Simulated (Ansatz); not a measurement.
# BH7O2Si2: a ladder of functionals and wavefunction methods

One table from this session's results is given with a row withheld; the runs are named, their logs left out.

The runs use Ansatz 0.2.0, Gaussian basis; functionals in def2-TZVPP, the program's frozen cores in correlated methods.

The runs, in order: LDA (SPW92), PBE-D4, revPBE-D4, BLYP-D4, r2SCAN-D4, B97M-V, PBE0-D4, B3LYP-D4, r2SCANh-D4, r2SCAN0-D4, HSE06-D4, BHLYP-D4, CAM-B3LYP-D4, LC-ωPBE, ωB97X-V, ωB97M-V, B2PLYP, PBE-QIDH; CCSD(T)/def2-SVP; CCSD(T)/def2-TZVPP; MP2/def2-QZVPP; extrapolation to the limit; RPA on PBE.

### Structure used throughout

All runs share one geometry, relaxed beforehand with PBE0-D4 in a triple-zeta def2 set.

12 atoms, charge 0, spin multiplicity 1.

Atoms are counted from 1 here; the program's logs count them from 0.

Bond lengths: B1–Si2 1.878 Å, B1–Si4 1.982 Å, B1–H6 1.280 Å, B1–H7 1.196 Å, Si2–O3 1.616 Å, Si2–H8 1.487 Å, O3–H9 0.981 Å, Si4–O5 1.695 Å, Si4–H10 1.494 Å, Si4–H11 1.494 Å, O5–H12 0.958 Å. Angles: Si2–B1–Si4 112.2°, Si2–B1–H6 72.7°, Si2–B1–H7 118.6°, Si4–B1–H6 109.0°, Si4–B1–H7 123.2°, H6–B1–H7 108.8°, B1–Si2–O3 122.1°, B1–Si2–H8 129.1°, O3–Si2–H8 105.3°, Si2–O3–H9 110.3°, B1–Si4–O5 106.7°, B1–Si4–H10 113.0°, B1–Si4–H11 116.1°, O5–Si4–H10 107.9°, O5–Si4–H11 106.8°, H10–Si4–H11 105.9°, Si4–O5–H12 116.8°.

Set-up of the first run:

Contents of in.yaml:

```yaml
crystal:
  periodic: [false, false, false]
  atoms:
    - {symbol: B, position_ang: [-1.190401, 0.036615, 0.470210]}
    - {symbol: Si, position_ang: [-1.083835, -0.410996, -1.350507]}
    - {symbol: O, position_ang: [0.291459, -0.273303, -2.188763]}
    - {symbol: Si, position_ang: [0.589850, 0.055371, 1.340840]}
    - {symbol: O, position_ang: [1.740765, 0.024158, 0.097515]}
    - {symbol: H, position_ang: [-1.339328, 1.118918, -0.197450]}
    - {symbol: H, position_ang: [-2.204829, -0.196487, 1.058531]}
    - {symbol: H, position_ang: [-2.163865, -0.446425, -2.372418]}
    - {symbol: H, position_ang: [1.055074, -0.189832, -1.579052]}
    - {symbol: H, position_ang: [0.826062, -1.133495, 2.213480]}
    - {symbol: H, position_ang: [0.896855, 1.249407, 2.184845]}
    - {symbol: H, position_ang: [2.659294, 0.110871, 0.356671]}
basis:
  gaussian: {orbitals: def2-TZVPP}
hamiltonian: {xc: lda}
output: {orbitals: {seedname: orbitals}}
```

Run with:

```console
> ansatz run in.yaml --threads 4 --pin off --events-out ev --progress --plain --max-ram 10444MiB
```

Steps of the session up to this table: LDA; PBE-D4 (GGA); revPBE-D4 (GGA); BLYP-D4 (GGA); r2SCAN-D4 (meta-GGA); B97M-V (meta-GGA); B3LYP-D4 (hybrid); r2SCANh-D4 (hybrid); r2SCAN0-D4 (hybrid); HSE06-D4 (hybrid); BHLYP-D4 (hybrid); CAM-B3LYP-D4 (range-separated); LC-ωPBE (range-separated); ωB97X-V (range-separated); ωB97M-V (range-separated); B2PLYP (double hybrid); PBE-QIDH (double hybrid).

One of the session's tables, all rows but one given; the rest of the session is left out.

It belongs to the step «Frontier levels by functional». 

```
  functional  HOMO (eV)  LUMO (eV)  gap (eV)
 LDA (SPW92)      -6.47      -2.50      3.97
      PBE-D4      -6.38      -2.30      4.08
   revPBE-D4      -6.33      -2.22      4.11
     BLYP-D4      -6.26      -2.16      4.09
   r2SCAN-D4      -6.60      -2.08      4.52
      B97M-V      -6.73      -2.15      4.58
     PBE0-D4      -7.50      -1.47      6.03
    B3LYP-D4      -7.31      -1.66      5.65
  r2SCANh-D4      -7.02      -1.78      5.24
  r2SCAN0-D4      -7.64      -1.33      6.31
    HSE06-D4      -7.10      -1.84      5.26
    BHLYP-D4          ?          ?         ?
CAM-B3LYP-D4      -8.78      -0.41      8.38
     LC-ωPBE     -10.06       0.70     10.76
     ωB97X-V      -9.74       0.61     10.35
     ωB97M-V      -9.59       0.40      9.99
```

Estimate the missing values for BHLYP-D4.

Worked estimate for «HOMO (eV)». Against the share of exact exchange, BLYP-D4 (0, -6.26), B3LYP-D4 (0.2, -7.31) give a slope of -5.25 per unit share; at 0.5 the line stands at -8.88.

The run gave: HOMO (eV): -8.52; LUMO (eV): -0.54; gap (eV): 7.98. In «HOMO (eV)» the line misses by -0.36.
